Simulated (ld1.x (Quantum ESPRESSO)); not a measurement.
# Potentials for Ga that differ in a few settings, part 2 of 2

Aim: generate and test one potential in full, then change a few of its settings and see what happens to hardness, ghosts and transferability.

ld1.x (Quantum ESPRESSO) 7.5; first potential Wu–Cohen, scalar-relativistic. The steps go on from the part before.

### Step 6. Variant: type ultrasoft; waves now 4s (bound): rcut 1.55, rcutus 1.80 bohr; 4s channel at 1.8 Ry …

In full, the change is: type ultrasoft; waves now 4s (bound): rcut 1.55, rcutus 1.80 bohr; 4s channel at 1.8 Ry: rcut 1.55, rcutus 1.80 bohr; 4p (bound): rcut 1.45, rcutus 1.65 bohr; 4p channel at 0.9 Ry: rcut 1.45, rcutus 1.65 bohr; 3d (bound): rcut 0.65, rcutus 0.75 bohr; 3d channel at 0.8 Ry: rcut 0.65, rcutus 0.75 bohr; local potential all-electron potential smoothed inside 1.30 bohr (lloc = -1); augmentation built from norm-conserving waves at rcut, not smoothed further.

Contents of Ga.in:

```
 &input
   title='Ga', zed=31., rel=1, dft='WC', iswitch=3,
   config='[Ar] 3d10 4s1.5 4p1.5',
   nld=3, rlderiv=1.95, eminld=-3.0, emaxld=5.0, deld=0.02
 /
 &inputp
   pseudotype=3, tm=.true., lloc=-1, rcloc=1.30,
   nlcc=.true., new_core_ps=.true.,
   file_pseudopw='Ga.UPF', file_wfcaegen='ae.wfc', file_wfcncgen='nc.wfc', file_beta='beta', file_chi='chi', file_wfcusgen='us.wfc'
 /
6
4S  1  0   1.50   0.00  1.55  1.80  0.0
4S  1  0   0.00   1.80  1.55  1.80  0.0
4P  2  1   1.50   0.00  1.45  1.65  0.0
4P  2  1   0.00   0.90  1.45  1.65  0.0
3D  3  2  10.00   0.00  0.65  0.75  0.0
3D  3  2   0.00   0.80  0.65  0.75  0.0
 &test
   configts(1)='3d10 4s1.5 4p1.5'
 /
```

On the command line:

```
$ ld1.x < Ga.in > Ga.out
```

Output in Ga.out (without the banner and most projector matrices):

```text
     Program LD1 v.7.5
     [... all-electron run as in step 2 ...]


     --------------------- Generating US pseudopotential ---------------------

      Generating local potential from pseudized AE potential:
      Matching radius rcloc =   1.3000

      Local pseudo, rcloc= 1.305 Estimated cut-off energy=    14.49 Ry

      Computing core charge for nlcc:

       r > 0.31 : true rho core
      Core charge pseudized with two Bessel functions
      Integrated core pseudo-charge :  14.62

      Wfc   4S  rcut= 1.554  Using Troullier-Martins method
      Wfc-us  4S rcutus= 1.806  Estimated cut-off energy=    13.45 Ry

      Wfc   4S  rcut= 1.554  Using Troullier-Martins method
      Wfc-us  4S rcutus= 1.806  Estimated cut-off energy=    18.04 Ry

      Wfc   4P  rcut= 1.442  Using Troullier-Martins method
      Wfc-us  4P rcutus= 1.634  Estimated cut-off energy=    26.10 Ry

      Wfc   4P  rcut= 1.442  Using Troullier-Martins method
      Wfc-us  4P rcutus= 1.634  Estimated cut-off energy=    27.35 Ry

      Wfc   3D  rcut= 0.648  Using Troullier-Martins method
      Wfc-us  3D rcutus= 0.753  Estimated cut-off energy=   200.21 Ry

      Wfc   3D  rcut= 0.648  Using Troullier-Martins method
      Wfc-us  3D rcutus= 0.753  Estimated cut-off energy=   209.13 Ry

     ------------------- End of pseudopotential generation -------------------

     [... all-electron run as in step 2 ...]


     Computing logarithmic derivative in   1.95870
     Computing logarithmic derivative in   1.95870
     Computing the partial wave expansion
     R is outside the sphere for l=    0 j= 0.00
     R is outside the sphere for l=    0 j= 0.00
     R is outside the sphere for l=    1 j= 0.00
     R is outside the sphere for l=    1 j= 0.00
     R is outside the sphere for l=    2 j= 0.00
     R is outside the sphere for l=    2 j= 0.00

     ---------------------- Testing the pseudopotential ----------------------

     Ga
     scalar relativistic calculation

     atomic number is 31.00   valence charge is 13.00
     dft =WC   lsd =0 sic =0 latt =0  beta=0.20 tr2=1.0E-14
     mesh =1205 r(mesh) = 101.09016 xmin = -7.00 dx = 0.01250

     n l     nl             e AE (Ry)        e PS (Ry)    De AE-PS (Ry)
     3 2     3D   1(10.00)       -1.47870       -1.47870        0.00001
     1 0     4S   1( 1.50)       -0.70253       -0.70254        0.00000
     2 1     4P   1( 1.50)       -0.21836       -0.21836       -0.00000

     eps = 1.2E-15  iter =  4

     Etot =   -3886.690453 Ry,   -1943.345226 Ha,  -52881.117563 eV
     Etotps =  -216.618124 Ry,    -108.309062 Ha,   -2947.239716 eV

     Ekin =     165.698649 Ry,      82.849324 Ha,    2254.444964 eV
     Encl =    -366.970790 Ry,    -183.485395 Ha,   -4992.891959 eV
     Ehrt =     144.045772 Ry,      72.022886 Ha,    1959.842563 eV
     Ecxc =     -90.081793 Ry,     -45.040897 Ha,   -1225.625232 eV
     (Ecc =     -59.627215 Ry,     -29.813608 Ha,    -811.269590 eV)
     Epseu=     -69.309960 Ry,     -34.654980 Ha,    -943.010052 eV

     ---------------------- End of pseudopotential test ----------------------
```

It took 2.7 s on 1 thread, shared host. (Generation and the later configuration tests together.)

The new file went through the configuration test as well (its log is not shown).

The tests as a table, with energies relative to 3d10 4s1.5 4p1.5. A star marks tests that logged a warning.

| valence configuration | charge | ΔE all-electron (eV) | error AE − PS (meV) |
| --- | --- | --- | --- |
| 3d10 4s2 4p1 | 0 | -3.255 | -0.4 |
| 3d10 4s2 4p0 | +1 | 2.424 | -0.4 |
| 3d10 4s1 4p0 | +2 | 23.607 | -10 |
| 3d9 4s2 4p2 * | 0 | 17.063 | -332 |
| 3d10 4s1 4p1 | +1 | 9.871 | -2.9 |
| 3d9 4s2 4p1 | +1 | 24.460 | -316 |
| 3d10 4s0 4p0 | +3 | 54.739 | -61 |

Against the first potential, the loose cutoff goes from over 300 Ry to 300 Ry, the largest error in the tests that it solved is -332 meV (3d9 4s2 4p2), a bound ghost remains (p) and the phase difference near zero goes from 0.09 to 0.00 rad.

### Step 7. All runs side by side

The summary covers parts 1 to 2.

Cutoffs, loose and tight: the cutoffs (Ry, on a coarse ladder) from which the occupation-weighted sum of valence levels, in a spherical-Bessel basis at the reference potential, stays within 10 and 1 mRy of its value at 400 Ry; empty and scattering waves don't count. Test errors are all-electron less pseudo. The phase difference is the largest within 1 Ry of zero, over the channels with partial waves. A dash means not determined.

```csv
change,outcome,"cutoff, loose","cutoff, tight",bound ghosts,largest test error (meV),phase difference near zero (rad),lowest overlap eigenvalue (Bessel basis)
first potential,generated,over 300 Ry,over 300 Ry,"s, p",-67 (2 tests unsolved),0.088,–
"type ultrasoft; waves now 4s (bound): rcut 1.55, rcutus 1.80 bohr; 4s channel at 1.8 Ry: rcut 1.55, rcutus 1.80 bohr; 4p (bound): rcut 1.45, rcutus 1.65 bohr; 4p channel at 0.9 Ry: rcut 1.45, rcutus 1.65 bohr; 3d (bound): rcut 0.65, rcutus 0.75 bohr; 3d channel at 0.8 Ry: rcut 0.65, rcutus 0.75 bohr; local potential all-electron potential smoothed inside 1.30 bohr (lloc = -1); augmentation built from norm-conserving waves at rcut, not smoothed further",generated,300 Ry,over 300 Ry,p,-332,0.000,0.271
```

2 of the 2 potentials written have a bound ghost.

The first potential by itself. It has a bound ghost (s, p), a state that the atom doesn't have, and that rules the file out. By total energies transferability is fair where solved: the largest error is 67 meV on 54.7 eV, for 3d10 4s0 4p0. That test lies far up in energy; among those under 40 eV, nearer to bonding, the largest error is 3.3 meV. Of the tests 2 gave no usable energy difference, which is a warning in itself.
